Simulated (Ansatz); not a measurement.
# Bi: energy and pressure over a range of volumes

One table from this session's results is given with a row withheld; the runs are named, their logs left out.

Method: DFT PBEsol, scalar-relativistic, in Ansatz 0.2.0.

## The starting structure

Symmetry: R-3m, No. 166, trigonal system. The conventional cell has a = 4.546 Å, b = 4.546 Å, c = 11.862 Å, α = 90.00°, β = 90.00°, γ = 120.00°. Bi (site symmetry 3m) is surrounded by 6 Bi at 3.07 to 3.53 Å.

Structure file:

```
Bi
1.0
     2.27300    1.31232    3.95400
    -2.27300    1.31232    3.95400
     0.00000   -2.62463    3.95400
Bi
2
Direct
  0.23389 0.23389 0.23389
  0.76611 0.76611 0.76611
```

Atoms are numbered in the order of the input: Bi1, Bi2.

The first run:

File input.yaml:

```yaml
crystal:
  lattice:
    - [2.2422797007, 1.2945807888, 3.9005610168]
    - [-2.2422797007, 1.2945807888, 3.9005610168]
    - [0.0, -2.5891615775, 3.9005610168]
  atoms:
    - { symbol: Bi, position: [0.23389, 0.23389, 0.23389] }
    - { symbol: Bi, position: [0.76611, 0.76611, 0.76611] }
kpoints:
  mp_grid: { grid: [10, 10, 10] }
  band_path:
    path:
      - [0.0, 0.0, 0.0]
      - [0.5, 0.5, 0.5]
      - [0.7598966753, 0.2401033247, 0.5]
      - [0.5, -0.2401033247, 0.2401033247]
      - [0.5, 0.0, 0.0]
      - [0.0, 0.0, 0.0]
      - [0.3700516624, -0.3700516624, 0.0]
      - [0.6299483376, 0.0, 0.3700516624]
      - [0.5, 0.0, 0.5]
    npoints: 5
scf:
  occupations: { method: fermi_dirac, width: 0.03 }
hamiltonian:
  xc: pbesol
  pseudopotentials: { kind: all_electron, lapw: { basis_error: 0.0005 } }
output:
  forces: true
  stress: true
  eigenvalues: true
```

Command:

```console
> ansatz run input.yaml --threads 1 --pin off --max-ram 3072MiB --backend cpu --events-out ev --progress --plain --runs-dir out
```

Steps of the session up to this table: Volume × 0.96, LAPW; Volume × 0.96, PAW; Volume × 0.96, crystal datasets; Volume × 0.99, LAPW; Volume × 0.99, PAW; Volume × 0.99, crystal datasets; Volume × 1.02, LAPW; Volume × 1.02, PAW; Volume × 1.02, crystal datasets; Volume × 1.06, LAPW; Volume × 1.06, PAW; Volume × 1.06, crystal datasets.

One table of the session follows, with a row left open; its other results are not shown here.

It belongs to the step «Fits». 

| method | volume (Å³/atom) | largest force (eV/Å) |
| --- | --- | --- |
| LAPW | 33.968 | 0.308 |
| LAPW | 35.029 | 0.160 |
| LAPW | 36.091 | 0.026 |
| LAPW | 37.506 | 0.133 |
| PAW | 33.968 | ? |
| PAW | 35.029 | 0.158 |
| PAW | 36.091 | 0.024 |
| PAW | 37.506 | 0.134 |
| crystal datasets | 33.968 | 0.308 |
| crystal datasets | 35.029 | 0.160 |
| crystal datasets | 36.091 | 0.026 |
| crystal datasets | 37.506 | 0.133 |

**Question.** Estimate the row for PAW, 33.968.

**Answer.** largest force (eV/Å): 0.307. In the column «largest force (eV/Å)» it lies between crystal datasets, 35.029 (0.160) and LAPW, 33.968 (0.308).

To keep in mind: Warnings in the runs' records: gradients without spin orbit, crystal datasets made.
